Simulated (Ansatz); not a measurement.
# C6H13FHfN2: up Jacob's ladder to CCSD(T)

An exercise on one series of results from a longer session: the logs are not shown, and one member is left open.

Method: functionals in def2-TZVPP, the program's frozen cores in correlated methods; program: Ansatz 0.2.0, Gaussian basis.

Levels to be run: LDA (SPW92), PBE-D4, revPBE-D4, BLYP-D4, r2SCAN-D4, B97M-V, PBE0-D4, B3LYP-D4, r2SCANh-D4, r2SCAN0-D4, HSE06-D4, BHLYP-D4, CAM-B3LYP-D4, LC-ωPBE, ωB97X-V, ωB97M-V, B2PLYP, PBE-QIDH; CCSD(T)/def2-SVP; MP2/def2-TZVPP; MP2/def2-QZVPP; RPA on PBE.

1 further run of the same task is left out (it didn't finish).

### Structure used throughout

An earlier PBE0-D4 in a triple-zeta def2 set relaxation fixed the geometry. Hf takes the def2 core potential; no spin-orbit term is included.

23 atoms, charge 0, spin multiplicity 1.

Atoms are counted from 1 here; the program's logs count them from 0.

Bond lengths: C1–C2 1.216 Å, C1–H11 1.067 Å, C2–Hf3 2.210 Å, Hf3–F4 1.922 Å, Hf3–N5 2.020 Å, Hf3–N8 2.015 Å, N5–C6 1.446 Å, N5–C7 1.439 Å, C6–H12 1.098 Å, C6–H13 1.099 Å, C6–H14 1.098 Å, C7–H15 1.099 Å, C7–H16 1.100 Å, C7–H17 1.092 Å, N8–C9 1.446 Å, N8–C10 1.440 Å, C9–H18 1.098 Å, C9–H19 1.099 Å and more. Angles: C2–C1–H11 179.9°, C1–C2–Hf3 178.3°, C2–Hf3–F4 112.0°, C2–Hf3–N5 105.0°, C2–Hf3–N8 107.9°, F4–Hf3–N5 110.4°, F4–Hf3–N8 112.9°, N5–Hf3–N8 108.2°, Hf3–N5–C6 115.1°, Hf3–N5–C7 132.2°, C6–N5–C7 112.7°, N5–C6–H12 111.2°, N5–C6–H13 111.8°, N5–C6–H14 111.6°, H12–C6–H13 107.1°, H12–C6–H14 106.8°, H13–C6–H14 108.0°, N5–C7–H15 111.5° and more.

Set-up of the first run:

Contents of in.yaml:

```yaml
crystal:
  periodic: [false, false, false]
  atoms:
    - {symbol: C, position_ang: [1.275372, -3.529693, -0.340953]}
    - {symbol: C, position_ang: [1.045751, -2.346105, -0.495943]}
    - {symbol: Hf, position_ang: [0.682909, -0.189343, -0.813001]}
    - {symbol: F, position_ang: [1.518923, 0.454094, -2.420092]}
    - {symbol: N, position_ang: [-1.325084, -0.010349, -0.941690]}
    - {symbol: C, position_ang: [-1.905324, -0.485513, -2.178468]}
    - {symbol: C, position_ang: [-2.308946, 0.517901, -0.034082]}
    - {symbol: N, position_ang: [1.296693, 0.791353, 0.836440]}
    - {symbol: C, position_ang: [0.799998, 0.262980, 2.087045]}
    - {symbol: C, position_ang: [2.166979, 1.927008, 1.000785]}
    - {symbol: H, position_ang: [1.476761, -4.568659, -0.205966]}
    - {symbol: H, position_ang: [-1.133511, -0.872801, -2.856399]}
    - {symbol: H, position_ang: [-2.434408, 0.314214, -2.715350]}
    - {symbol: H, position_ang: [-2.615448, -1.305094, -2.003373]}
    - {symbol: H, position_ang: [-3.051217, -0.244262, 0.243181]}
    - {symbol: H, position_ang: [-2.857187, 1.360900, -0.479018]}
    - {symbol: H, position_ang: [-1.837270, 0.877069, 0.883000]}
    - {symbol: H, position_ang: [0.161319, -0.614284, 1.917932]}
    - {symbol: H, position_ang: [0.203682, 1.005541, 2.636166]}
    - {symbol: H, position_ang: [1.618096, -0.066446, 2.741382]}
    - {symbol: H, position_ang: [3.048284, 1.674440, 1.606646]}
    - {symbol: H, position_ang: [2.520918, 2.286908, 0.031517]}
    - {symbol: H, position_ang: [1.652691, 2.760132, 1.500240]}
basis:
  gaussian: {orbitals: def2-TZVPP}
hamiltonian: {xc: lda}
output: {orbitals: {seedname: orbitals}}
```

Run with:

```
> ansatz run in.yaml --threads 4 --pin off --events-out ev --progress --plain --max-ram 46080MiB --backend cuda --devices 0, --max-vram 37GiB
```

Among the steps run: LDA; PBE-D4 (GGA); revPBE-D4 (GGA); BLYP-D4 (GGA); r2SCAN-D4 (meta-GGA); B97M-V (meta-GGA); B3LYP-D4 (hybrid); r2SCANh-D4 (hybrid); r2SCAN0-D4 (hybrid); HSE06-D4 (hybrid); BHLYP-D4 (hybrid); CAM-B3LYP-D4 (range-separated); LC-ωPBE (range-separated); ωB97X-V (range-separated); ωB97M-V (range-separated); B2PLYP (double hybrid); PBE-QIDH (double hybrid).

One of the session's tables, all rows but one given; the rest of the session is left out.

It belongs to the step «Frontier levels by functional». 

| functional | HOMO (eV) | gap (eV) |
| --- | --- | --- |
| LDA (SPW92) | -5.42 | 3.77 |
| PBE-D4 | -5.28 | 3.88 |
| revPBE-D4 | -5.22 | 3.92 |
| BLYP-D4 | -5.16 | 3.89 |
| r2SCAN-D4 | -5.48 | 4.27 |
| B97M-V | -5.59 | 4.36 |
| PBE0-D4 | -6.50 | 5.94 |
| B3LYP-D4 | -6.30 | 5.53 |
| r2SCANh-D4 | -5.94 | 5.04 |
| r2SCAN0-D4 | -6.65 | 6.20 |
| HSE06-D4 | -6.10 | 5.17 |
| BHLYP-D4 | -7.66 | 8.04 |
| CAM-B3LYP-D4 | ? | ? |
| LC-ωPBE | -9.14 | 10.79 |
| ωB97X-V | -8.82 | 10.35 |
| ωB97M-V | -8.74 | 10.08 |

**Question.** Estimate the row for CAM-B3LYP-D4.

The run gave: HOMO (eV): -7.83; gap (eV): 8.34. In the column «HOMO (eV)» it lies between ωB97M-V (-8.74) and BHLYP-D4 (-7.66).
